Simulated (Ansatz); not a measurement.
This script drives Ansatz's Python interface.

`ch6fnsi.xyz`
```text
10

N    -0.24800    1.37040    0.57470
C    -0.51740   -0.03650    0.42520
Si    0.77210   -0.89120   -0.61290
F     0.44470   -2.41790   -0.78260
H    -0.43600    1.86790   -0.35590
H    -1.00950    1.81830    1.18140
H    -0.50220   -0.47800    1.42960
H    -1.45890   -0.18620   -0.03060
H     0.89730   -0.25320   -1.90620
H     2.14100   -0.84470    0.08030
```

`ch6fnsi_opt.py`:
```python
"""Relax the CH6FNSi molecule."""

import ansatz as az
import numpy as np
import pandas as pd

BASIS = "def2-SVP"
FUNCTIONAL = "pbe0"

molecule = az.Crystal.molecule_from_extxyz("ch6fnsi.xyz")

setup = (
    molecule.calculation()
    .basis(gaussian=BASIS)
    .functional(FUNCTIONAL)
)
symbols = [site.symbol for site in molecule.cartesian_sites]
start = np.array([site.position_ang for site in molecule.cartesian_sites], dtype=float)
rep = setup.relax(force_tolerance=0.02).run(threads=1, backend="cpu").report
end = np.array(rep["positions_ang"])

for key in ("converged", "free_energy_ev", "reference_energy_ev", "n_frozen", "n_occupied", "n_virtual"):
    print(f"{key:22s} {rep[key]}")

print("final positions (A) and the move of each atom")
for symbol, xyz, old in zip(symbols, end, start):
    print(f"{symbol:2s} {xyz[0]:10.5f} {xyz[1]:10.5f} {xyz[2]:10.5f}   {np.linalg.norm(xyz - old):7.4f}")

charges = rep["charge_distribution"]
table = pd.DataFrame({"atom": symbols, "mulliken": charges["mulliken_charges_e"], "lowdin": charges["lowdin_charges_e"]})
print(table.round(3).to_string())
print("dipole (e A):", np.round(charges["dipole_moment_e_ang"], 4) + 0.0)
```

It is started by `python ch6fnsi_opt.py`. Estimate its wall time and peak memory on 1 thread of Arm Neoverse V2, on a shared host.

It took about 28 s, with a peak of 0.29 GiB, for 1 run of the engine.

Output of `python ch6fnsi_opt.py`:
```text
converged              True
free_energy_ev         -13204.983845839546
reference_energy_ev    -13204.983845839546
n_frozen               0
n_occupied             [21, 21]
n_virtual              [69, 69]
final positions (A) and the move of each atom
N    -0.25011    1.35894    0.46171    0.1136
C    -0.58162   -0.05939    0.42806    0.0682
Si    0.79886   -0.84917   -0.57037    0.0655
F     0.45367   -2.41395   -0.88303    0.1009
H    -0.48628    1.80965   -0.41929    0.0997
H    -0.75913    1.85312    1.19067    0.2530
H    -0.52212   -0.47216    1.44922    0.0286
H    -1.59110   -0.31857    0.04730    0.2026
H     0.93790   -0.14954   -1.88179    0.1140
H     2.08303   -0.81002    0.18053    0.1209
  atom  mulliken  lowdin
0    N    -0.297   0.085
1    C    -0.219  -0.140
2   Si     0.709   0.287
3    F    -0.367  -0.055
4    H     0.121   0.001
5    H     0.119  -0.002
6    H     0.075   0.011
7    H     0.060  -0.005
8    H    -0.110  -0.095
9    H    -0.092  -0.086
dipole (e A): [-0.324   0.4033  0.1405]
```

Reading the output:
- The settings weren't tested for convergence.
- The end point is the stationary point reached from this start; no frequency run checks that it is a minimum, and the basis set is modest.
- The Löwdin charges here are taken after orthogonalising the functions within each atom; they differ from plain Löwdin charges, and their signs can be unphysical.

(Lines on the test bed's own set-up are left out of the output.)
